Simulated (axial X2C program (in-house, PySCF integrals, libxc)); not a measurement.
# A two-component session on TeGe⁺: EOM-EA-CCSD levels

Wanted for TeGe⁺: EOM-EA-CCSD levels, at the two-component level.

Program: an in-house X2C program for linear molecules on PySCF integrals. Level of theory: two-component X2C with atomic mean-field terms, Te dyall-acv3z, Ge dyall-acv3z. These are calculated values, not measurements.

## Step 1: The job

Input file task.json:

```json
{
 "zs": [
  52,
  32
 ],
 "q": 1,
 "bas": [
  "dyall-acv3z",
  "dyall-acv3z"
 ],
 "r0": 2.39,
 "eom": "ea",
 "thr": -1.0,
 "nmax": 92,
 "grid": [
  1,
  0.96,
  1.045,
  0.92,
  1.09,
  1.15
 ]
}
```

Keys: zs atomic numbers; q charge; bas basis sets; r0 starting distance in Å; eom kind of EOM run; thr threshold in hartree for freezing inner shells (an s shell follows its p shell); nmax most natural virtual spinors; grid distances as factors.

On the command line:

```sh
$ python soeom.py task.json out
```

Further steps of the session: EOM-EA-CCSD at 2.492 Å.

What does the calculation give? Wanted: next root led by one particle; T1 of the reference; lowest state, Re and ωe.

As calculated:

| quantity | value |
| --- | --- |
| lowest root at 2.492 Å | Ω = 3/2, 14.863 eV |
| next root led by one particle | Ω = 3/2, about 22740 cm⁻¹ higher |
| T1 of the reference | 0.012 |
| lowest state, Re and ωe | 2.503 Å, 266.7 cm⁻¹ |

**Reading.** The added electron is bound by 14.86 eV in a spinor of 65% Te pπ, 23% Ge pπ, 6% Ge dπ. Errors of 0.1 to 0.3 eV are usual at this size, and roots led by higher excitations are left out, so the list is incomplete, and low states of that kind can be missing. T1 or the largest double amplitude of the reference is raised, which lowers the reliability.
